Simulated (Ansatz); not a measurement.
# SiC3: a single-point run

The task is a single-point run on SiC3. The structure is shown as the input types it. The cell is built on a prototype (ordering on diamond) and needn't be the phase found in nature.

Program: Ansatz 0.2.0. Level of theory: density functional or hybrid calculation with the settings of its input, plane waves. These are calculated values, not measurements.

4 further runs of the same task are left out: 1 for a known fault of the program, 3 that didn't finish.

### Step 1. The system as given

The structure is tetragonal, space group P-4m2 (No. 115). Conventional cell: a = 2.796 Å, b = 2.796 Å, c = 4.090 Å, α = 90.00°, β = 90.00°, γ = 90.00°. Around C (site symmetry 2mm) lie 2 C at 1.65 Å and 2 Si at 1.82 Å. C (site symmetry -4m2) has 4 C at 1.65 Å as nearest neighbours. Around Si (site symmetry -4m2) lie 4 C at 1.82 Å.

Coordinates:

```
CELL_PARAMETERS angstrom
2.79640 0.00000 0.00000
0.00000 2.79640 0.00000
0.00000 0.00000 4.09004
ATOMIC_POSITIONS crystal
C 0.50000 0.00000 0.78627
C 0.50000 0.50000 0.00000
C 0.00000 0.50000 0.21373
Si 0.00000 0.00000 0.50000
```

### Step 2. Input and run

File input.yaml:

```yaml
crystal:
  lattice:
    - [2.7964006874, 0.0, 0.0]
    - [0.0, 2.7964006874, 0.0]
    - [0.0, 0.0, 4.0900436006]
  atoms:
    - { symbol: C, position: [0.5, 0.0, 0.7862689761] }
    - { symbol: C, position: [0.5, 0.5, 0.0] }
    - { symbol: C, position: [0.0, 0.5, 0.2137310239] }
    - { symbol: Si, position: [0.0, 0.0, 0.5] }
kpoints:
  mp_grid: { grid: [6, 6, 4] }
hamiltonian:
  xc: pbe
scf:
  occupations: { method: cold, width: 4 }
  n_extra_bands: 5
output:
  forces: true
  stress: true
  eigenvalues: true
```

The run is started by

```bash
ansatz run input.yaml --threads 4 --pin off --max-ram 3686MiB --backend cpu --events-out ev --progress --plain --runs-dir out
```

What happens when this is run?

The program finished normally. That alone doesn't make the input a sound one.

The suspect setting: scf.occupations.width is 4. The width is far wider than usual, so occupations near the Fermi level are blurred and the entropy term grows.

Run again and compare: set scf.occupations.width to 0.5.
